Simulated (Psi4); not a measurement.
**SnO (SMILES [O]=[Sn]): wB97X-D/def2-QZVPD (density fitting, core potential, sweep point 6)**

Aim: the energy change on altering one bond length of SnO at wB97X-D/def2-QZVPD (density fitting, core potential, sweep point 6), from 2 runs. Input form: a Python script.

The results are computed with Psi4 1.11.

### Step 1. The molecule

The species is SnO (2 atoms), meant as a singlet with charge 0. SMILES: `[O]=[Sn]`. Geometry: relaxed at PBE0-D4/def2-TZVP.

Bond lengths: O1–Sn2 1.818 Å.

### Step 2. A single-point energy at wB97X-D/def2-QZVPD (density fitting, core potential, sweep point 6)

Input file run.py:

```python
import psi4

psi4.set_memory(1600000000)
psi4.set_num_threads(1)
psi4.set_output_file('psi4.out', False)

molecule = psi4.geometry("""
O      0.000000     0.000000    -0.007080
Sn     0.000000     0.000000     1.810660
symmetry c1
""")

options = {'basis': 'def2-QZVPD', 'puream': True, 'scf_type': 'df', 'dft_radial_points': 99, 'dft_spherical_points': 590}
psi4.set_options(options)

e, wfn = psi4.energy("WB97X-D", return_wfn=True)
print(f'WB97X-D energy: {e:.10f} Eh')
```

Command:

```console
$ python run.py
```

psi4.out:

```text
[...]
    !!!  WARNING: ECP capability is in beta. Please check occupations closely.  !!!
[...]
  Running in c1 symmetry.
[...]
  Nuclear repulsion =   51.236804536358335
[...]
  Multiplicity = 1
[...]
  Nalpha       = 15
  Nbeta        = 15
[...]
    Number of basis functions: 154
[...]
   @DF-RKS iter   1:  -289.10465513981381   -1.25408e+00   7.14268e-03 ADIIS/DIIS
[...]
   @DF-RKS iter  10:  -289.59471727363240   -3.55273e-08   5.50347e-07 DIIS
[...]
    Orbital Energies [Eh]
    ---------------------
    Doubly Occupied:
       1A    -19.212177     2A     -5.221801     3A     -3.562005
       4A     -3.562005     5A     -3.548967     6A     -1.146495
       7A     -1.133248     8A     -1.133248     9A     -1.122667
      10A     -1.122667    11A     -0.948417    12A     -0.513579
      13A     -0.361471    14A     -0.361471    15A     -0.350406
[...]
  @DF-RKS Final Energy:  -289.59471727363240
   => Energetics <=
    Nuclear Repulsion Energy =             51.2368045363583349
    One-Electron Energy =                -582.7202896322296510
    Two-Electron Energy =                 260.3884856162563324
    DFT Exchange-Correlation Energy =     -18.4997003009117797
    Empirical Dispersion Energy =          -0.0000174931056610
    VV10 Nonlocal Energy =                  0.0000000000000000
    Total Energy =                       -289.5947172736323978
[...]
 Multipole Moments:
 ------------------------------------------------------------------------------------
     Multipole            Electronic (a.u.)      Nuclear  (a.u.)        Total (a.u.)
 ------------------------------------------------------------------------------------
 L = 1.  Multiply by 2.5417464519 to convert [e a0] to [Debye]
 Dipole X            :          0.0000014            0.0000000            0.0000014
 Dipole Y            :          0.0000041            0.0000000            0.0000041
 Dipole Z            :         17.1066763          -15.3512859            1.7553904
 Magnitude           :                                                    1.7553904
[...]
```

On the terminal:

```text
WB97X-D energy: -289.5947172736 Eh
```

Wall time 12 s (1 thread of Intel Xeon at 2.70GHz, shared host); peak memory 0.83 GiB.

### Step 3. The distorted shape at the same level

Input file calc.py:

```python
import psi4

psi4.set_memory(1600000000)
psi4.set_num_threads(1)
psi4.core.set_output_file('osn.out', False)

mol = psi4.geometry("""
0 1
O      0.000000     0.000000    -1.461240
Sn     0.000000     0.000000     1.810660
symmetry c1
""")

psi4.set_options({
    'basis': 'def2-QZVPD',
    'puream': True,
    'scf_type': 'df',
    'dft_radial_points': 99,
    'dft_spherical_points': 590,
})

e, wfn = psi4.energy('WB97X-D', molecule=mol, return_wfn=True)
print('E =', round(e, 9))
```

Command:

```console
$ python calc.py
```

osn.out:

```text
[...]
    !!!  WARNING: ECP capability is in beta. Please check occupations closely.  !!!
[...]
  Running in c1 symmetry.
[...]
  Nuclear repulsion =   28.465169802842382
[...]
  Multiplicity = 1
[...]
  Nalpha       = 15
  Nbeta        = 15
[...]
    Number of basis functions: 154
[...]
   @DF-RKS iter   1:  -288.53096519510729   -9.57207e-01   7.58867e-03 ADIIS/DIIS
[...]
   @DF-RKS iter  22:  -289.33519549493008   -8.71220e-08   9.07156e-07 DIIS
[...]
    Orbital Energies [Eh]
    ---------------------
    Doubly Occupied:
       1A    -19.207330     2A     -5.297415     3A     -3.637927
       4A     -3.637926     5A     -3.621449     6A     -1.208537
       7A     -1.208537     8A     -1.193610     9A     -1.193609
      10A     -1.188687    11A     -0.879870    12A     -0.565696
      13A     -0.290478    14A     -0.290473    15A     -0.270133
[...]
  @DF-RKS Final Energy:  -289.33519549493008
   => Energetics <=
    Nuclear Repulsion Energy =             28.4651698028423823
    One-Electron Energy =                -535.9750170414616832
    Two-Electron Energy =                 236.5130785793895996
    DFT Exchange-Correlation Energy =     -18.3380761236308167
    Empirical Dispersion Energy =          -0.0003507120695590
    VV10 Nonlocal Energy =                  0.0000000000000000
    Total Energy =                       -289.3351954949300762
[...]
 Multipole Moments:
 ------------------------------------------------------------------------------------
     Multipole            Electronic (a.u.)      Nuclear  (a.u.)        Total (a.u.)
 ------------------------------------------------------------------------------------
 L = 1.  Multiply by 2.5417464519 to convert [e a0] to [Debye]
 Dipole X            :          0.0000083            0.0000000            0.0000083
 Dipole Y            :         -0.0000090            0.0000000           -0.0000090
 Dipole Z            :         30.9260509          -27.6320444            3.2940065
 Magnitude           :                                                    3.2940065
[...]
```

Standard output:

```text
E = -289.335195495
```

Run time: 18 s. Hardware: 1 thread of Intel Xeon at 2.70GHz, shared host; peak memory 0.77 GiB.

### Step 4. What came out

Level: wB97X-D/def2-QZVPD (density fitting, core potential, sweep point 6).

```
                                                          quantity          value
                                         first shape: total energy  -289.59472 Eh
                                        first shape: dipole moment         4.46 D
                                          first shape: HOMO energy       -9.54 eV
                                          first shape: LUMO energy       -0.77 eV
                                        first shape: HOMO–LUMO gap        8.77 eV
                                    first shape: dispersion energy   -0.05 kJ/mol
                                     distorted shape: total energy  -289.33520 Eh
                                    distorted shape: dipole moment         8.37 D
                                      distorted shape: HOMO energy       -7.35 eV
                                      distorted shape: LUMO energy       -2.72 eV
                                    distorted shape: HOMO–LUMO gap        4.63 eV
                                distorted shape: dispersion energy   -0.92 kJ/mol
energy change with the O1–Sn2 bond stretched from 1.818 to 3.272 Å       7.062 eV
```

With the O1–Sn2 bond stretched from 1.818 to 3.272 Å the energy rises by 7.06 eV (163 kcal/mol). The first shape isn't relaxed at this level, so the change isn't measured from a minimum. A restricted reference can't describe the breaking bond well at this length.
